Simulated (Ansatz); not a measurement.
# Mg2C3: the cost of one run

Method: DFT PBE, scalar-relativistic, plane waves, PAW, in Ansatz 0.2.0.

1 further run of the same task is left out (set aside as unsound or not needed).

## (1) The starting structure

The structure is trigonal, space group R-3c (No. 167). Conventional cell: a = 5.470 Å, b = 5.470 Å, c = 14.933 Å, α = 90.00°, β = 90.00°, γ = 120.00°. Around Mg (site symmetry 3) lie 6 C at 2.13 to 2.27 Å. Around C (site symmetry 2) lie 4 Mg at 2.13 to 2.27 Å.

Structure file:

```xyz
10
Lattice="2.7348 1.5789 4.9777 -2.7348 1.5789 4.9777 0.0000 -3.1578 4.9777" Properties=species:S:1:pos:R:3 pbc="T T T"
Mg    0.0000    0.0000   12.7256
Mg    0.0000    0.0000    9.6739
Mg    0.0000    0.0000    2.2074
Mg    0.0000    0.0000    5.2591
C    -1.0597   -1.5789    6.2221
C     1.8972   -0.1283    6.2221
C    -0.8375    1.7072    6.2221
C     1.0597    1.5789    8.7109
C    -1.8972    0.1283    8.7109
C     0.8375   -1.7072    8.7109
```

This is candidate A: corundum type (R-3c, No. 167).

(A quick probe on a coarse mesh, which set the mesh and smearing, is not shown.)

## (3) A loose first relaxation (candidate A)

File input.yaml:

```yaml
crystal:
  lattice:
    - [2.7347541282, 1.5789110321, 4.977663193]
    - [-2.7347541282, 1.5789110321, 4.977663193]
    - [0.0, -3.1578220642, 4.977663193]
  atoms:
    - { symbol: Mg, position: [0.85218, 0.85218, 0.85218] }
    - { symbol: Mg, position: [0.64782, 0.64782, 0.64782] }
    - { symbol: Mg, position: [0.14782, 0.14782, 0.14782] }
    - { symbol: Mg, position: [0.35218, 0.35218, 0.35218] }
    - { symbol: C, position: [0.05625, 0.44375, 0.75] }
    - { symbol: C, position: [0.75, 0.05625, 0.44375] }
    - { symbol: C, position: [0.44375, 0.75, 0.05625] }
    - { symbol: C, position: [0.94375, 0.55625, 0.25] }
    - { symbol: C, position: [0.25, 0.94375, 0.55625] }
    - { symbol: C, position: [0.55625, 0.25, 0.94375] }
basis:
  ecutwfc: 420
kpoints:
  mp_grid: { grid: [6, 6, 6] }
hamiltonian:
  xc: pbe
scf:
  occupations: { method: gaussian, width: 0.1 }
  lower_state_search: "off"
output:
  forces: true
  stress: true
  eigenvalues: true
relax:
  adjacent_minimum: "off"
  f_tol: 0.04
  max_steps: 70
  cell: { stress_tol: 0.4 }
```

Launch:

```
$ ansatz run input.yaml --threads 1 --pin off --max-ram 2560MiB --backend cpu --events-out ev --progress --plain --runs-dir out
```

**Question.** How long does this run take on 1 thread of Intel Xeon Platinum 8375C at 2.90GHz (Ice Lake), shared host, and how much memory does it need?

About 2.3 min, with a peak of 0.51 GiB.
